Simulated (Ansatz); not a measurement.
**Cs (sc type): a single-point run**

Wanted: a converged single-point run for Cs (sc type), and a check of what comes out.

Program: Ansatz 0.2.0. Level of theory: DFT, LDA, all-electron LAPW, scalar-relativistic. These are calculated values, not measurements.

1 further run of the same task is left out (it didn't finish). Runs told in other sessions of the task aren't counted.

## (1) The system as given

The structure is cubic, space group Pm-3m (No. 221). The conventional cell has a = 4.535 Å, b = 4.535 Å, c = 4.535 Å, α = 90.00°, β = 90.00°, γ = 90.00°.

As a file:

```cif
data_structure
_symmetry_space_group_name_H-M 'P 1'
_symmetry_Int_Tables_number 1
_cell_length_a 4.5351
_cell_length_b 4.5351
_cell_length_c 4.5351
_cell_angle_alpha 90.000
_cell_angle_beta 90.000
_cell_angle_gamma 90.000
_cell_volume 93.27
loop_
_atom_site_label
_atom_site_type_symbol
_atom_site_fract_x
_atom_site_fract_y
_atom_site_fract_z
_atom_site_occupancy
Cs1 Cs 0.00000 0.00000 0.00000 1
```

## (2) The calculation

input.yaml reads:

```yaml
crystal:
  lattice:
    - [4.5350542246, 0.0, 0.0]
    - [0.0, 4.5350542246, 0.0]
    - [0.0, 0.0, 4.5350542246]
  atoms:
    - { symbol: Cs, position: [0.0, 0.0, 0.0] }
kpoints:
  mp_grid: { grid: [8, 8, 8] }
scf:
  occupations: { method: fermi_dirac, width: 0.1 }
  mixing: { algorithm: anderson, beta: 1.0, ndim: 1, preconditioner: none }
  max_iter: 80
hamiltonian:
  xc: lda
  pseudopotentials: { kind: all_electron, lapw: { basis_error: 0.001 } }
output:
  forces: true
  stress: true
  eigenvalues: true
  populations: true
```

Started as:

```sh
$ ansatz run input.yaml --threads 1 --pin off --max-ram 2048MiB --backend cpu --events-out ev --progress --plain --runs-dir out
```

What happens when this is run?

The program finished normally. That alone doesn't make the input a sound one.

The suspect setting: scf.mixing.algorithm is anderson; scf.mixing.beta is 1.0; scf.mixing.ndim is 1; scf.mixing.preconditioner is none. The risk: mixing too aggressive. Here it converged all the same; such a setting changes the road, not the converged state. Several mixing settings were changed at once, so this run can't tell how much each is to blame.

Run again and compare: delete scf.mixing.algorithm, scf.mixing.beta, scf.mixing.ndim and scf.mixing.preconditioner (the default then holds).
